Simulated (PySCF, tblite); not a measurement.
# AlFGeH4O5, a small molecule taken as a stand-in for a surface group (Ge site with back bonds O, F, O[Al](O)O): NMR shifts, core binding energies and electronic excitations

Aim: the NMR shifts, core binding energies and electronic excitations of `[OH][Al]([OH])[O][Ge]([OH])([OH])[F]`.

Programs: tblite 0.8.0 and PySCF 2.14.0. All values are calculated, for the isolated system unless a continuum is named. Atoms count from 0, parts from 1.

## 1. Starting point

12 atoms, charge 0, multiplicity 1; geometry: distance geometry start.

## 2. Geometry optimisation with GFN2-xTB

Job settings and geometry (Å):

```
{"job": {"kind": "relax", "xc": "GFN2-xTB", "basis": "xTB"}, "charge": 0, "multiplicity": 1}
Ge    -0.656853     0.491973     0.859672
O     -2.356045     1.072080     1.297135
F      0.324394     1.908663     0.338831
O     -0.738457    -0.747017    -0.518877
Al     0.704313    -1.317831    -1.537540
O      1.859610     0.018610    -2.125536
O      1.501677    -2.939361    -1.031885
O      0.127978    -0.282313     2.364237
H     -2.685864     1.997549     1.385739
H      2.063471     0.828268    -1.646710
H      2.334762    -3.023889    -0.545045
H     -0.083224    -1.147724     2.677700
```

Level: GFN2-xTB geometry optimisation, gas phase.

Command:

```sh
$ OMP_NUM_THREADS=1 python cluster_run.py task.json out
```

This one command runs all jobs of the session in turn.

**Question.** The jobs that follow are: PBE0-D3(BJ)/def2-SVP geometry optimisation, gas phase; GIAO PBE0/pcSseg-1 NMR shielding, non-relativistic, gas phase; delta-SCF UKS SCAN, pcX-2 on the ionised atom, pcseg-1 elsewhere, spin-free X2C; TDDFT CAM-B3LYP/def2-SVPD, vertical, gas phase, core orbitals frozen in the response. Predict: point group; rotational constants (main isotopes); ¹H shifts against TMS (PBE0/pcSseg-1); ⁷³Ge shifts against GeMe4 (PBE0/pcSseg-1); ¹⁷O shifts against H2O (PBE0/pcSseg-1); ¹⁹F shifts against CFCl3 (PBE0/pcSseg-1); ²⁷Al shifts against AlH4- (PBE0/pcSseg-1); O1s binding energies, SCAN/pcX-2 (standing for 3 of 5 atoms); F1s binding energies, SCAN/pcX-2; Al2p binding energies, SCAN/pcX-2; lowest singlet (CAM-B3LYP/def2-SVPD); brightest single state of those computed; lowest triplet; vertical ionisation energy (ΔSCF); vertical electron affinity (ΔSCF).

The runs gave:

```
                                                    quantity                               value
                                                 point group                                  C1
                        rotational constants (main isotopes)                2.48, 0.73, 0.66 GHz
                       ¹H shifts against TMS (PBE0/pcSseg-1)          4.98, 1.66, 1.45, 1.39 ppm
                   ⁷³Ge shifts against GeMe4 (PBE0/pcSseg-1)                             -41 ppm
                      ¹⁷O shifts against H2O (PBE0/pcSseg-1)      67.3, 60.4, 41.6, 9.5, 4.9 ppm
                    ¹⁹F shifts against CFCl3 (PBE0/pcSseg-1)                          -147.9 ppm
                   ²⁷Al shifts against AlH4- (PBE0/pcSseg-1)                            14.0 ppm
O1s binding energies, SCAN/pcX-2 (standing for 3 of 5 atoms)  O1 538.81, O7 538.27, O3 537.85 eV
                            F1s binding energies, SCAN/pcX-2                        F2 691.52 eV
                           Al2p binding energies, SCAN/pcX-2                        Al4 81.81 eV
                        lowest singlet (CAM-B3LYP/def2-SVPD)         7.13 eV (174 nm), f = 0.012
                    brightest single state of those computed         state 6, 7.92 eV, f = 0.064
                                              lowest triplet                             6.81 eV
                           vertical ionisation energy (ΔSCF)                            11.86 eV
                           vertical electron affinity (ΔSCF)                             0.10 eV
```

**Reading.** The start of the PBE0/def2-SVP relaxation was shaken at random by about 0.01 Å, so part of the energy gained, and of the first lengths quoted, undoes that. Relaxing lowered the energy by 0.449 eV in 12 steps; the close pair that moved most is Ge0–O7, from 1.664 to 1.737 Å (PBE0/def2-SVP). At PBE0/pcSseg-1: The largest span, 144 ppm, is at Ge0, where the paramagnetic term is -1387 ppm. At SCAN/pcX-2: The O1s levels kept as sound span 0.97 eV, from O3 (oxygen bonded to Al, Ge) up to O1 (oxygen bonded to Ge, H). Only 3 of the 5 O atoms are covered by sound results. The lowest singlet, at 7.13 eV, is HOMO→LUMO 0.52, HOMO−3→LUMO 0.23 and is weak; of the 6 states computed, the strongest absorption comes from state 6 at 7.92 eV (the last computed, so partners may be missing). The lowest triplet lies 0.33 eV below the lowest singlet (triplets in Tamm-Dancoff, singlets in full TDDFT). ΔSCF puts the ionisation energy at 11.86 eV, 0.94 eV above −ε(HOMO). Spin-orbit coupling is left out, which matters for shieldings and couplings at and beside the heavy atoms. A capped cluster stands for the solid here, so long-range fields and strain are missing, and bands or shifts of the capping hydrogens have no counterpart in it.
